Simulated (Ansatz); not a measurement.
# GeH2Cl (SMILES [Cl][GeH2]), step by step

We compute a series of 16 runs (UHF/STO-3G, UHF/3-21G, UHF/6-31G*, UB3LYP/6-31G*, UPBE/def2-SVP, UMP2/6-31G*) of ClGeH2. 

The calculation is run with Ansatz 0.2.0.

## (1) The structure to begin with

GeH2Cl: 4 atoms, total charge 0, spin state doublet. As SMILES, `[Cl][GeH2]`. The shape is that of a PBE0-D4/def2-TZVP optimisation. The run starts from this shape.

Bond lengths: Cl1–Ge2 2.156 Å, Ge2–H3 1.546 Å, Ge2–H4 1.546 Å. Angles: Cl1–Ge2–H3 106.8°, Cl1–Ge2–H4 106.8°, H3–Ge2–H4 112.3°.

## (2) A geometry optimisation at UHF/STO-3G (start density atoms) (run 1)

Contents of run.yaml:

```yaml
basis:
  gaussian:
    orbitals: STO-3G
crystal:
  periodic: [false, false, false]
  atoms:
    - {symbol: Cl, position_ang: [-1.562900, 0.305200, 0.993500]}
    - {symbol: Ge, position_ang: [0.106700, -0.451100, -0.141600]}
    - {symbol: H, position_ang: [0.072700, 0.259600, -1.514200]}
    - {symbol: H, position_ang: [1.383400, -0.113700, 0.662300]}
magnetization:
  spin_polarized: true
  initial_magnetization: 1
hamiltonian:
  xc: hf
relax:
  f_tol: 0.002
output:
  orbitals: {seedname: orbitals}
```

The run is started by

```
$ ansatz run run.yaml --threads 1 --pin off --max-ram 3480MiB --events-out events.jsonl --progress --plain --runs-dir runs
```

What it wrote (excerpt; [...] marks lines left out):

```text
Warning: RAYON_NUM_THREADS=1 ignored (pool sized by the plan → 1); use --threads N
[...]
Functional definition: HF
  name "HF"
[...]
328 factors; integrals over basis functions are off by at most 7.1e-6 eV
[...]
mean field -68232.72341188 eV, -2507.5063355857 hartree, gradient 1.4e-5 eV, S^2 0.751586; 0 other end points of the search recorded, 0 dependent functions left out
[...]
reference -68232.72341188 eV, -2507.5063355857 hartree; 26, 25 occupied and 3, 4 virtual orbitals, 328 factors
relax step   1: F+E_penalty+E_count = -68232.72341188 eV  Δ(F+E_penalty+E_count) = +0.000e0 eV  max|allowed force component| = 1.895e0 eV/Å  Δτ_max = 0.0000 Å  (27 SCF iters, accepted)
[...]
relax step   5: F+E_penalty+E_count = -68232.97675209 eV  Δ(F+E_penalty+E_count) = -6.810e-6 eV  max|allowed force component| = 4.247e-3 eV/Å  Δτ_max = 0.0004 Å  (22 SCF iters, accepted)
[...]
relax step   6: F+E_penalty+E_count = -68232.97675265 eV  Δ(F+E_penalty+E_count) = -5.559e-7 eV  max|allowed force component| = 7.935e-5 eV/Å  Δτ_max = 0.0001 Å  (23 SCF iters, accepted)
328 factors; integrals over basis functions are off by at most 7.1e-6 eV
mean field -68232.97675265 eV, -2507.5156456871 hartree, gradient 8.9e-6 eV, S^2 0.752076; 1 other end points of the search recorded, 0 dependent functions left out
[...]
reference -68232.97675265 eV, -2507.5156456871 hartree; 26, 25 occupied and 3, 4 virtual orbitals, 328 factors
Total energy: -68232.97675265 eV, -2507.5156456871 hartree
Atom 0 at    -1.541069     0.305435     0.980402 Å, force    -0.000079     0.000031     0.000053 eV/Å
Atom 1 at     0.135506    -0.432222    -0.155744 Å, force     0.000052    -0.000043    -0.000040 eV/Å
Atom 2 at     0.095385     0.236364    -1.420866 Å, force    -0.000031     0.000018    -0.000079 eV/Å
Atom 3 at     1.310079    -0.109577     0.596208 Å, force     0.000057    -0.000006     0.000066 eV/Å
Dipole moment:     0.492211    -0.300755    -0.347989 e Å
```

Run time: 2.2 s. Hardware: 1 thread of Arm Neoverse V2, shared host.

The path in brief:

| step | energy from the first frame kept (eV) | largest force (eV/Å) |
| --- | --- | --- |
| 1 | 0.0000 | 2.1067 |
| 2 | -0.2391 | 0.5058 |
| 3 | -0.2519 | 0.1077 |
| 4 | -0.2533 | 0.0197 |
| 5 | -0.2533 | 0.0052 |
| 6 | -0.2533 | 0.0001 |

After the run. Bond lengths: Cl1–Ge2 2.155 Å, Ge2–H3 1.431 Å, Ge2–H4 1.431 Å. Angles: Cl1–Ge2–H3 106.5°, Cl1–Ge2–H4 106.5°, H3–Ge2–H4 112.5°.

## (3) The harmonic vibrations at UHF/STO-3G (start density atoms) (run 2)

Contents of in.yaml:

```yaml
basis:
  gaussian:
    orbitals: STO-3G
crystal:
  periodic: [false, false, false]
  atoms:
    - {symbol: Cl, position_ang: [-1.541069, 0.305435, 0.980402]}
    - {symbol: Ge, position_ang: [0.135506, -0.432222, -0.155744]}
    - {symbol: H, position_ang: [0.095385, 0.236364, -1.420866]}
    - {symbol: H, position_ang: [1.310079, -0.109577, 0.596208]}
magnetization:
  spin_polarized: true
  initial_magnetization: 1
hamiltonian:
  xc: hf
phonons:
  temperatures: {t_min: 298.15, t_max: 298.15, t_step: 1}
```

The run is started by

```
$ ansatz run in.yaml --threads 1 --pin off --max-ram 3480MiB --events-out events.jsonl --progress --plain --runs-dir runs
```

What it wrote (excerpt; [...] marks lines left out):

```text
Warning: RAYON_NUM_THREADS=1 ignored (pool sized by the plan → 1); use --threads N
Functional definition: HF
  name "HF"
[...]
329 factors; integrals over basis functions are off by at most 7.1e-6 eV
[...]
mean field -68232.97675765 eV, -2507.5156458708 hartree, gradient 2.7e-5 eV, S^2 0.752076; 0 other end points of the search recorded, 0 dependent functions left out
[...]
reference -68232.97675765 eV, -2507.5156458708 hartree; 26, 25 occupied and 3, 4 virtual orbitals, 329 factors
[...]
329 factors; integrals over basis functions are off by at most 7.1e-6 eV
mean field -68232.97671619 eV, -2507.5156443473 hartree, gradient 7.6e-6 eV, S^2 0.752071; 0 other end points of the search recorded, 0 dependent functions left out
[...]
reference -68232.97671619 eV, -2507.5156443473 hartree; 26, 25 occupied and 3, 4 virtual orbitals, 329 factors
[...]
329 factors; integrals over basis functions are off by at most 7.1e-6 eV
[...]
reference -68232.97673296 eV, -2507.5156449634 hartree; 26, 25 occupied and 3, 4 virtual orbitals, 329 factors
[...]
329 factors; integrals over basis functions are off by at most 7.1e-6 eV
[...]
mean field -68232.97673262 eV, -2507.5156449510 hartree, gradient 7.6e-6 eV, S^2 0.752078; 0 other end points of the search recorded, 0 dependent functions left out
[...]
reference -68232.97673262 eV, -2507.5156449510 hartree; 26, 25 occupied and 3, 4 virtual orbitals, 329 factors
Total energy: -68232.97675765 eV, -2507.5156458708 hartree
Atom 0 at    -1.541069     0.305435     0.980402 Å, force    -0.000056     0.000029     0.000052 eV/Å
Atom 1 at     0.135506    -0.432222    -0.155744 Å, force     0.000055    -0.000043    -0.000038 eV/Å
Atom 2 at     0.095385     0.236364    -1.420866 Å, force    -0.000030     0.000018    -0.000085 eV/Å
Atom 3 at     1.310079    -0.109577     0.596208 Å, force     0.000031    -0.000005     0.000070 eV/Å
Dipole moment:     0.492211    -0.300755    -0.347989 e Å
Vibrations: 480.46 749.73 840.72 1052.61 2384.76 2422.81 cm⁻¹, zero-point energy 0.491665 eV
```

Wall time 5.4 s (1 thread of Arm Neoverse V2, shared host).

Runs 3 to 15 aren't shown in full; the table further down has their settings and results.

## (4) The harmonic vibrations at UMP2/6-31G(d) (Cartesian functions, start density atoms) (run 16)

Contents of in.yaml:

```yaml
crystal:
  periodic: [false, false, false]
  atoms:
    - {symbol: Cl, position_ang: [-1.572084, 0.304961, 0.999001]}
    - {symbol: Ge, position_ang: [0.106598, -0.446630, -0.140809]}
    - {symbol: H, position_ang: [0.077581, 0.257410, -1.516955]}
    - {symbol: H, position_ang: [1.387805, -0.115740, 0.658762]}
basis:
  gaussian: {orbitals: "6-31G*"}
magnetization: {spin_polarized: true, initial_magnetization: 1}
correlation: {method: mp2}
phonons: {temperatures: {t_min: 298.15, t_max: 298.15, t_step: 1}}
```

The run is started by

```
$ ansatz run in.yaml --threads 1 --pin off --max-ram 3480MiB --events-out events.jsonl --progress --plain --runs-dir runs
```

What it wrote (excerpt; [...] marks lines left out):

```text
Warning: RAYON_NUM_THREADS=1 ignored (pool sized by the plan → 1); use --threads N
Functional definition: HF
  name "HF"
[...]
609 factors; integrals over basis functions are off by at most 3.1e-4 eV
[...]
mean field -69000.65679211 eV, -2535.7273667850 hartree, gradient 3.3e-6 eV, S^2 0.753492; 0 other end points of the search recorded, 0 dependent functions left out
14 core orbitals not correlated: weight in the atoms' cores, before any rotation towards them, 1.000 or more for the frozen orbitals, at most 0.000 for the correlated occupied ones
reference -69000.65679211 eV, -2535.7273667850 hartree; 12, 11 occupied and 32, 33 virtual orbitals, 609 factors
second order -9.97200805 eV of doubles, -0.00000000 eV of singles
[...]
609 factors; integrals over basis functions are off by at most 3.1e-4 eV
[...]
14 core orbitals not correlated: weight in the atoms' cores, before any rotation towards them, 1.000 or more for the frozen orbitals, at most 0.000 for the correlated occupied ones
reference -69000.65644435 eV, -2535.7273540052 hartree; 12, 11 occupied and 32, 33 virtual orbitals, 609 factors
second order -9.97231289 eV of doubles, -0.00000000 eV of singles
[...]
Total energy: -69010.62880016 eV, -2536.0938313216 hartree
Atom 0 at    -1.572084     0.304961     0.999001 Å, force    -0.001672     0.000751     0.001135 eV/Å
Atom 1 at     0.106598    -0.446630    -0.140809 Å, force     0.002000    -0.000488    -0.001288 eV/Å
Atom 2 at     0.077581     0.257410    -1.516955 Å, force    -0.000142    -0.000138     0.000113 eV/Å
Atom 3 at     1.387805    -0.115740     0.658762 Å, force    -0.000187    -0.000125     0.000040 eV/Å
Dipole moment:     0.358365    -0.127182    -0.237621 e Å
Vibrations: 428.90 609.28 688.40 858.87 2119.64 2162.38 cm⁻¹, zero-point energy 0.425729 eV
Checks for a lower state left out: cluster_reference
```

It took 28 s on 1 thread of Arm Neoverse V2, shared host; peak memory 0.14 GiB.

## (5) Overview of the runs

| run | level | task | walk f tol | partner | energy (Eh) | dipole moment (D) | ⟨S²⟩ | wall time |
| --- | --- | --- | --- | --- | --- | --- | --- | --- |
| 1 | UHF/STO-3G (start density atoms) | optimise | 0.002 | base | -2507.515646 | 3.24 | 0.752 | 2.2 s |
| 2 | UHF/STO-3G (start density atoms) | frequencies | – | base | -2507.515646 | 3.24 | 0.752 | 5.4 s |
| 3 | UHF/STO-3G (start density atoms) | energy | – | cation | -2507.250259 | – | – | 0.24 s |
| 4 | UHF/STO-3G (start density atoms) | optimise | – | cation | -2507.294411 | – | – | 2.4 s |
| 5 | UHF/3-21G (start density atoms) | optimise | 0.002 | base | -2523.814004 | 3.85 | 0.752 | 2.5 s |
| 6 | UHF/3-21G (start density atoms) | frequencies | – | base | -2523.814004 | 3.85 | 0.752 | 4.5 s |
| 7 | UHF/3-21G (start density atoms) | energy | – | cation | -2523.482144 | – | – | 0.6 s |
| 8 | UHF/3-21G (start density atoms) | optimise | – | cation | -2523.520886 | – | – | 2.9 s |
| 9 | UHF/6-31G* (Cartesian functions, start density atoms) | optimise | 0.002 | base | -2535.727448 | 2.56 | 0.753 | 5.4 s |
| 10 | UHF/6-31G* (Cartesian functions, start density atoms) | frequencies | – | base | -2535.727447 | 2.56 | 0.753 | 13 s |
| 11 | UB3LYP/6-31G* (Cartesian functions, start density atoms) | optimise | 0.002 | base | -2538.159783 | 2.13 | 0.751 | 14 s |
| 12 | UB3LYP/6-31G* (Cartesian functions, start density atoms) | frequencies | – | base | -2538.159783 | 2.13 | 0.751 | 24 s |
| 13 | UPBE/def2-SVP (start density atoms) | optimise | 0.002 | base | -2537.479282 | 1.59 | 0.751 | 7.8 s |
| 14 | UPBE/def2-SVP (start density atoms) | frequencies | – | base | -2537.479282 | 1.59 | 0.751 | 14 s |
| 15 | UMP2/6-31G* (Cartesian functions, start density atoms) | optimise | 0.002 | base | -2536.093832 | 2.15 | 0.753 | 9.9 s |
| 16 | UMP2/6-31G* (Cartesian functions, start density atoms) | frequencies | – | base | -2536.093831 | 2.15 | 0.753 | 28 s |

## (6) Results

| quantity | value |
| --- | --- |
| run 16, UMP2/6-31G*: total energy | -2536.09383 Eh |
| run 16, UMP2/6-31G*: dipole moment (correlated density) | 2.15 D |
| run 16, UMP2/6-31G*: correlation energy (14 core orbitals frozen) | -366.5 mEh |
| run 16, UMP2/6-31G*: ⟨S²⟩ of the reference determinant | 0.753 |
| run 16, UMP2/6-31G*: largest force on an atom | 0.002 eV/Å |
| run 16, UMP2/6-31G*: lowest harmonic wavenumber | 429 cm⁻¹ |
| run 16, UMP2/6-31G*: highest harmonic wavenumber | 2162 cm⁻¹ |
| run 16, UMP2/6-31G*: zero-point energy | 41.1 kJ/mol |
| vertical ionisation energy (to the singlet cation), UHF/STO-3G | 7.222 eV |
| vertical ionisation energy (to the singlet cation), UHF/3-21G | 9.030 eV |
| adiabatic ionisation energy (to the singlet cation, no zero-point term), UHF/STO-3G | 6.020 eV |
| adiabatic ionisation energy (to the singlet cation, no zero-point term), UHF/3-21G | 7.976 eV |

At UHF/STO-3G: the vertical ionisation energy comes to 7.22 eV (167 kcal/mol). Only the singlet of the ionised species was computed; a triplet could lie lower. In a minimal basis such a difference can be off by several eV, whatever the method. At UHF/3-21G: removing an electron at fixed nuclei costs 9.03 eV (208 kcal/mol). At UHF/STO-3G: the adiabatic ionisation energy (to the singlet cation, no zero-point term) is 6.02 eV (581 kJ/mol). At UHF/3-21G: the adiabatic ionisation energy (to the singlet cation, no zero-point term) is 7.98 eV (184 kcal/mol). Totals of different functionals can't be ranked against each other. In runs 1, 2, 3, 4 the basis is minimal, so the values are rough. All runs together took 2.3 min, the longest 28 s.
